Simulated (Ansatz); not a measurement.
# CH5BN2: small, medium and large basis sets

One table from this session's results is given with a row withheld; the runs are named, their logs left out.

Computed with Ansatz 0.2.0, Gaussian basis. Level: one geometry, several basis sets.

The runs, in order: PBE0-D4/def2-SVP; ωB97M-V/def2-SVP; PBE0-D4/def2-QZVPP; ωB97M-V/def2-QZVPP; the functionals' def2-TZVPP values are taken from earlier runs.

1 further run of the same task is left out (it didn't finish).

### The relaxed structure

An earlier PBE0-D4 in a triple-zeta def2 set relaxation fixed the geometry.

SMILES `NC1BN1`, 9 atoms, charge 0, spin multiplicity 1.

Atoms are counted from 1 here; the program's logs count them from 0.

Bond lengths: N1–C2 1.431 Å, N1–H5 1.010 Å, N1–H6 1.010 Å, C2–B3 1.561 Å, C2–N4 1.467 Å, C2–H7 1.092 Å, B3–N4 1.341 Å, B3–H8 1.184 Å, N4–H9 1.004 Å. Angles: C2–N1–H5 112.4°, C2–N1–H6 112.7°, H5–N1–H6 108.5°, N1–C2–B3 121.1°, N1–C2–N4 117.3°, N1–C2–H7 115.1°, B3–C2–N4 52.5°, B3–C2–H7 121.0°, N4–C2–H7 113.6°, C2–B3–N4 60.2°, C2–B3–H8 154.8°, N4–B3–H8 144.9°, C2–N4–B3 67.4°, C2–N4–H9 135.2°, B3–N4–H9 156.4°.

Set-up of the first run:

Input file in.yaml:

```yaml
crystal:
  periodic: [false, false, false]
  atoms:
    - {symbol: N, position_ang: [0.142944, 1.194368, -0.640584]}
    - {symbol: C, position_ang: [-0.364161, -0.077221, -0.222272]}
    - {symbol: B, position_ang: [0.591189, -1.194096, 0.303181]}
    - {symbol: N, position_ang: [-0.130499, -0.469895, 1.171494]}
    - {symbol: H, position_ang: [0.783988, 1.117386, -1.416970]}
    - {symbol: H, position_ang: [-0.589896, 1.842609, -0.892415]}
    - {symbol: H, position_ang: [-1.366435, -0.317211, -0.582685]}
    - {symbol: H, position_ang: [1.414171, -2.039043, 0.194738]}
    - {symbol: H, position_ang: [-0.392801, -0.103199, 2.068312]}
basis:
  gaussian: {orbitals: def2-SVP}
hamiltonian: {xc: pbe0, dispersion: d4}
output: {orbitals: {seedname: orbitals}}
```

Steps of the session up to this table: PBE0-D4 in def2-SVP; ωB97M-V in def2-SVP; PBE0-D4 in def2-QZVPP; ωB97M-V in def2-QZVPP.

One table of the session follows, with a row left open; its other results are not shown here.

It belongs to the step «Functionals by basis». 

```
functional       basis  HOMO (eV)  LUMO (eV)
   PBE0-D4    def2-SVP      -6.63       0.61
   PBE0-D4  def2-TZVPP      -6.86       0.24
   PBE0-D4  def2-QZVPP      -6.91       0.11
   ωB97M-V    def2-SVP          ?          ?
   ωB97M-V  def2-TZVPP      -9.23       2.04
   ωB97M-V  def2-QZVPP      -9.27       1.65
```

**Question.** Estimate the row for ωB97M-V, def2-SVP.

As computed: HOMO (eV): -8.99; LUMO (eV): 2.68. In the column «HOMO (eV)» it lies between ωB97M-V, def2-TZVPP (-9.23) and PBE0-D4, def2-QZVPP (-6.91).
